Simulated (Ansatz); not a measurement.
**CH₇MoN₃O: basis-set convergence**

One table from this session's results is given with a row withheld; the runs are named, their logs left out.

Computed with Ansatz 0.2.0, Gaussian basis. Level: one geometry, several basis sets.

The runs, in order: PBE0-D4/def2-SVP; ωB97M-V/def2-SVP; PBE0-D4/def2-QZVPP; ωB97M-V/def2-QZVPP; the functionals' def2-TZVPP values are taken from earlier runs.

### The geometry

All runs share one geometry, relaxed beforehand with PBE0-D4 in a triple-zeta def2 set. Mo takes the def2 core potential; no spin-orbit term is included.

13 atoms, charge 0, spin multiplicity 1.

Atoms are counted from 1 here; the program's logs count them from 0.

Bond lengths: C1–N2 1.420 Å, C1–H7 1.096 Å, C1–H8 1.096 Å, C1–H9 1.096 Å, N2–Mo3 1.732 Å, Mo3–N4 1.944 Å, Mo3–N5 1.944 Å, Mo3–O6 1.690 Å, N4–H10 1.009 Å, N4–H11 1.007 Å, N5–H12 1.007 Å, N5–H13 1.009 Å. Angles: N2–C1–H7 110.0°, N2–C1–H8 110.0°, N2–C1–H9 112.3°, H7–C1–H8 107.4°, H7–C1–H9 108.6°, H8–C1–H9 108.6°, C1–N2–Mo3 151.0°, N2–Mo3–N4 105.6°, N2–Mo3–N5 105.6°, N2–Mo3–O6 113.4°, N4–Mo3–N5 112.6°, N4–Mo3–O6 109.8°, N5–Mo3–O6 109.7°, Mo3–N4–H10 122.9°, Mo3–N4–H11 125.2°, H10–N4–H11 111.5°, Mo3–N5–H12 125.2°, Mo3–N5–H13 122.8° and more.

The first run:

Input file in.yaml:

```yaml
crystal:
  periodic: [false, false, false]
  atoms:
    - {symbol: C, position_ang: [-1.228623, -1.634715, -1.125634]}
    - {symbol: N, position_ang: [-0.316265, -0.765917, -0.469513]}
    - {symbol: Mo, position_ang: [0.033892, 0.703188, 0.378856]}
    - {symbol: N, position_ang: [0.737089, 0.155275, 2.106626]}
    - {symbol: N, position_ang: [1.353780, 1.632070, -0.705196]}
    - {symbol: O, position_ang: [-1.319744, 1.690081, 0.600188]}
    - {symbol: H, position_ang: [-1.245380, -2.608136, -0.622948]}
    - {symbol: H, position_ang: [-0.906084, -1.804723, -2.158875]}
    - {symbol: H, position_ang: [-2.247538, -1.232307, -1.140172]}
    - {symbol: H, position_ang: [0.729523, 0.756831, 2.916232]}
    - {symbol: H, position_ang: [1.042969, -0.774909, 2.340229]}
    - {symbol: H, position_ang: [1.877386, 1.221670, -1.460691]}
    - {symbol: H, position_ang: [1.509497, 2.626792, -0.644302]}
basis:
  gaussian: {orbitals: def2-SVP}
hamiltonian: {xc: pbe0, dispersion: d4}
output: {orbitals: {seedname: orbitals}}
```

The run is started by

```sh
ansatz run in.yaml --threads 8 --pin off --events-out ev --progress --plain --max-ram 18278MiB
```

Steps of the session up to this table: PBE0-D4 in def2-SVP; ωB97M-V in def2-SVP; PBE0-D4 in def2-QZVPP; ωB97M-V in def2-QZVPP.

One of the session's tables, all rows but one given; the rest of the session is left out.

```
functional       basis  HOMO (eV)
   PBE0-D4    def2-SVP      -6.83
   PBE0-D4  def2-TZVPP          ?
   PBE0-D4  def2-QZVPP      -7.03
   ωB97M-V    def2-SVP      -9.05
   ωB97M-V  def2-TZVPP      -9.22
   ωB97M-V  def2-QZVPP      -9.27
```

Estimate the missing values for PBE0-D4, def2-TZVPP.

The run gave: HOMO (eV): -6.99. In the column «HOMO (eV)» it lies between PBE0-D4, def2-QZVPP (-7.03) and PBE0-D4, def2-SVP (-6.83).
